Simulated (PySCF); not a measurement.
# CH3BiO (Bi(OCH3)2+): the cost of one run

The runs use PySCF 2.14.0; r2SCAN, Bi def2-SVP with ECP60, O def2-SVP, C def2-SVP, H def2-SVP; scalar-relativistic core potentials, no spin–orbit coupling.

4 further runs of the same task are left out: 2 for a known fault of the program, 1 that didn't finish, 1 set aside as unsound or not needed.

## (1) Where the work starts

6 atoms, charge 2, spin multiplicity 1.

Bond lengths: Bi1–O2 1.945 Å, O2–C3 1.430 Å, C3–H4 1.107 Å, C3–H5 1.107 Å, C3–H6 1.107 Å. Angles: Bi1–O2–C3 180.0°, O2–C3–H4 107.6°, O2–C3–H5 107.6°, O2–C3–H6 107.6°, H4–C3–H5 111.3°, H4–C3–H6 111.3°, H5–C3–H6 111.3°.

As a file:

```xyz
6
CH3BiO
Bi    0.0000    0.0000   -0.3528
O     0.0000    0.0000    1.5925
C     0.0000    0.0000    3.0229
H    -1.0548    0.0000    3.3574
H     0.5275   -0.9135    3.3574
H     0.5275    0.9135    3.3573
```

Formal oxidation states: Bi +3. An earlier session relaxed this geometry at r2SCAN, Bi def2-SVP with ECP60, O def2-SVP, C def2-SVP, H def2-SVP (singlet, point group C3v).

Its energy there is -328.903507 Eh.

## (2) Multiplicity 3 at the relaxed geometry

Input file run.py (the lines that set the calculation):

```python
mol = gto.M(atom='''
Bi     0.00000     0.00000    -0.35282
O      0.00002     0.00001     1.59251
C      0.00003     0.00002     3.02289
H     -1.05482     0.00003     3.35737
H      0.52746    -0.91351     3.35736
H      0.52747     0.91355     3.35735''',
    basis={'Bi': 'def2-SVP', 'O': 'def2-SVP', 'C': 'def2-SVP', 'H': 'def2-SVP'},
    ecp={'Bi': 'def2-SVP'},
    charge=2, spin=2)
mf = dft.UKS(mol, xc='R2SCAN')
mf.grids.atom_grid = (50, 194)
mf = mf.density_fit()  # fitting sets: Bi def2-universal-JKFIT, O def2-universal-JKFIT, C def2-universal-JKFIT, H def2-universal-JKFIT
mf.conv_tol = 1e-08; mf.max_cycle = 55
mf.kernel(dm0)  # dm0: free metal ions and neutral atoms
```

Launch:

```
$ OMP_NUM_THREADS=2 python run.py
```

**Question.** How long does this run take on 2 threads of AMD EPYC 9B45 (Zen 5), shared host?

About 2.1 s.
